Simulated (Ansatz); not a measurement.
# C2H9AlOS: the cost of one run

Method: revPBE/def2-SVP; program: Ansatz 0.2.0, Gaussian basis.

## 1. Structure used throughout

An earlier PBE0-D4 in a triple-zeta def2 set relaxation fixed the geometry.

SMILES `[CH3][Al-]([CH3])([OH])[SH2+]`, 14 atoms, charge 0, spin multiplicity 1.

Atoms are counted from 1 here; the program's logs count them from 0.

Bond lengths: C1–Al2 1.963 Å, C1–H6 1.096 Å, C1–H7 1.095 Å, C1–H8 1.095 Å, Al2–C3 1.960 Å, Al2–O4 1.726 Å, Al2–S5 2.625 Å, C3–H9 1.094 Å, C3–H10 1.096 Å, C3–H11 1.095 Å, O4–H12 0.955 Å, S5–H13 1.343 Å, S5–H14 1.344 Å. Angles: Al2–C1–H6 111.0°, Al2–C1–H7 111.9°, Al2–C1–H8 112.8°, H6–C1–H7 106.5°, H6–C1–H8 106.9°, H7–C1–H8 107.4°, C1–Al2–C3 121.9°, C1–Al2–O4 119.3°, C1–Al2–S5 100.2°, C3–Al2–O4 114.5°, C3–Al2–S5 98.6°, O4–Al2–S5 91.5°, Al2–C3–H9 112.2°, Al2–C3–H10 110.6°, Al2–C3–H11 112.7°, H9–C3–H10 106.6°, H9–C3–H11 107.9°, H10–C3–H11 106.6° and more.

Geometry (Å):

```xyz
14

C    -1.9330    0.5103    0.2060
Al   -0.1514   -0.2999    0.3526
C     1.4123    0.7332    0.9254
O    -0.0163   -2.0026    0.6039
S     0.4562   -0.5550   -2.1887
H    -2.3735    0.6708    1.1964
H    -1.8977    1.4905   -0.2812
H    -2.6358   -0.1104   -0.3588
H     2.3493    0.1930    0.7583
H     1.3604    0.9460    1.9990
H     1.4873    1.7010    0.4185
H    -0.7894   -2.5626    0.6409
H     1.5267   -1.2957   -1.8580
H     1.1919    0.5524   -2.3854
```

## 2. Dynamics

Contents of in.yaml:

```yaml
crystal:
  periodic: [false, false, false]
  atoms:
    - {symbol: C, position_ang: [-1.932951, 0.510269, 0.205985]}
    - {symbol: Al, position_ang: [-0.151361, -0.299909, 0.352595]}
    - {symbol: C, position_ang: [1.412273, 0.733175, 0.925430]}
    - {symbol: O, position_ang: [-0.016339, -2.002642, 0.603854]}
    - {symbol: S, position_ang: [0.456217, -0.554983, -2.188658]}
    - {symbol: H, position_ang: [-2.373506, 0.670756, 1.196366]}
    - {symbol: H, position_ang: [-1.897704, 1.490524, -0.281226]}
    - {symbol: H, position_ang: [-2.635765, -0.110361, -0.358763]}
    - {symbol: H, position_ang: [2.349342, 0.192969, 0.758277]}
    - {symbol: H, position_ang: [1.360450, 0.945983, 1.999005]}
    - {symbol: H, position_ang: [1.487285, 1.700964, 0.418532]}
    - {symbol: H, position_ang: [-0.789401, -2.562601, 0.640875]}
    - {symbol: H, position_ang: [1.526658, -1.295700, -1.858034]}
    - {symbol: H, position_ang: [1.191901, 0.552356, -2.385436]}
basis:
  gaussian: {orbitals: def2-SVP}
magnetization: {spin_polarized: true, initial_magnetization: 0}
hamiltonian: {xc: {name: revPBE}}
md: {timestep: 1 fs, n_steps: 20, ensemble: nvt_nose_hoover, temperature: 700, initial_velocities: maxwell_boltzmann, seed: 188}
```

The run is started by

```bash
$ ansatz run in.yaml --threads 4 --pin off --events-out ev --progress --plain --max-ram 10444MiB
```

Q: Estimate wall time and peak memory on 4 threads of AMD EPYC 7B13, shared host.

About 39 s, with a peak of 0.65 GiB.
